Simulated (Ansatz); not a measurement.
# CH5In: a ladder of functionals and wavefunction methods

The task here is to estimate one member of a computed series from the others.

Program: Ansatz 0.2.0, Gaussian basis. Level of theory: functionals in def2-TZVPP, the program's frozen cores in correlated methods. These are calculated values, not measurements.

The runs, in order: LDA (SPW92), PBE-D4, revPBE-D4, BLYP-D4, r2SCAN-D4, B97M-V, PBE0-D4, B3LYP-D4, r2SCANh-D4, r2SCAN0-D4, HSE06-D4, BHLYP-D4, CAM-B3LYP-D4, LC-ωPBE, ωB97X-V, ωB97M-V, B2PLYP, PBE-QIDH; CCSD(T)/def2-SVP; CCSD(T)/def2-TZVPP; CCSD(T)/def2-QZVPP; extrapolation to the limit; RPA on PBE.

## The relaxed structure

An earlier PBE0-D4 in a triple-zeta def2 set relaxation fixed the geometry. In takes the def2 core potential; no spin-orbit term is included.

SMILES `[CH3][InH2]`, 7 atoms, charge 0, spin multiplicity 1.

Atoms are counted from 1 here; the program's logs count them from 0.

Bond lengths: C1–In2 2.153 Å, C1–H3 1.090 Å, C1–H4 1.093 Å, C1–H5 1.091 Å, In2–H6 1.730 Å, In2–H7 1.731 Å. Angles: In2–C1–H3 111.6°, In2–C1–H4 109.1°, In2–C1–H5 110.7°, H3–C1–H4 108.3°, H3–C1–H5 109.4°, H4–C1–H5 107.6°, C1–In2–H6 120.8°, C1–In2–H7 120.0°, H6–In2–H7 119.3°.

The first run:

The input, in.yaml:

```yaml
crystal:
  periodic: [false, false, false]
  atoms:
    - {symbol: C, position_ang: [-0.528509, -0.700605, -0.498646]}
    - {symbol: In, position_ang: [0.594323, 0.783777, 0.583979]}
    - {symbol: H, position_ang: [-1.415557, -1.012395, 0.052481]}
    - {symbol: H, position_ang: [-0.848333, -0.279993, -1.455857]}
    - {symbol: H, position_ang: [0.091188, -1.573000, -0.711992]}
    - {symbol: H, position_ang: [-0.133531, 1.676965, 1.874912]}
    - {symbol: H, position_ang: [2.240419, 1.105250, 0.155123]}
basis:
  gaussian: {orbitals: def2-TZVPP}
hamiltonian: {xc: lda}
output: {orbitals: {seedname: orbitals}}
```

On the command line:

```console
$ ansatz run in.yaml --threads 2 --pin off --events-out ev --progress --plain --max-ram 32768MiB --backend cpu
```

Among the steps run: LDA; PBE-D4 (GGA); revPBE-D4 (GGA); BLYP-D4 (GGA); r2SCAN-D4 (meta-GGA); B97M-V (meta-GGA); B3LYP-D4 (hybrid); r2SCANh-D4 (hybrid); r2SCAN0-D4 (hybrid); HSE06-D4 (hybrid); BHLYP-D4 (hybrid); CAM-B3LYP-D4 (range-separated); LC-ωPBE (range-separated); ωB97X-V (range-separated); ωB97M-V (range-separated); B2PLYP (double hybrid); PBE-QIDH (double hybrid).

One table of the session follows, with a row left open; its other results are not shown here.

It belongs to the step «Orbital energies across the functionals». 

```
  functional  HOMO (eV)  LUMO (eV)  gap (eV)
 LDA (SPW92)      -6.58      -2.54      4.04
      PBE-D4      -6.42      -2.29      4.14
   revPBE-D4      -6.36      -2.18      4.19
     BLYP-D4      -6.29      -2.28      4.01
   r2SCAN-D4      -6.65      -1.97      4.68
      B97M-V      -6.70      -2.28      4.43
     PBE0-D4      -7.56      -1.55      6.02
    B3LYP-D4      -7.36      -1.85      5.51
  r2SCANh-D4      -7.08      -1.72      5.36
  r2SCAN0-D4      -7.72      -1.36      6.37
    HSE06-D4      -7.16      -1.90      5.26
    BHLYP-D4          ?          ?         ?
CAM-B3LYP-D4      -8.89      -0.78      8.10
     LC-ωPBE     -10.24       0.33     10.57
     ωB97X-V      -9.87       0.20     10.07
     ωB97M-V      -9.74      -0.12      9.62
```

**Question.** Estimate the row for BHLYP-D4.

Worked estimate for «HOMO (eV)». Against the share of exact exchange, BLYP-D4 (0, -6.29), B3LYP-D4 (0.2, -7.36) give a slope of -5.35 per unit share; at 0.5 the line stands at -8.96.

The run gave: HOMO (eV): -8.60; LUMO (eV): -0.93; gap (eV): 7.67. In «HOMO (eV)» the line misses by -0.36.
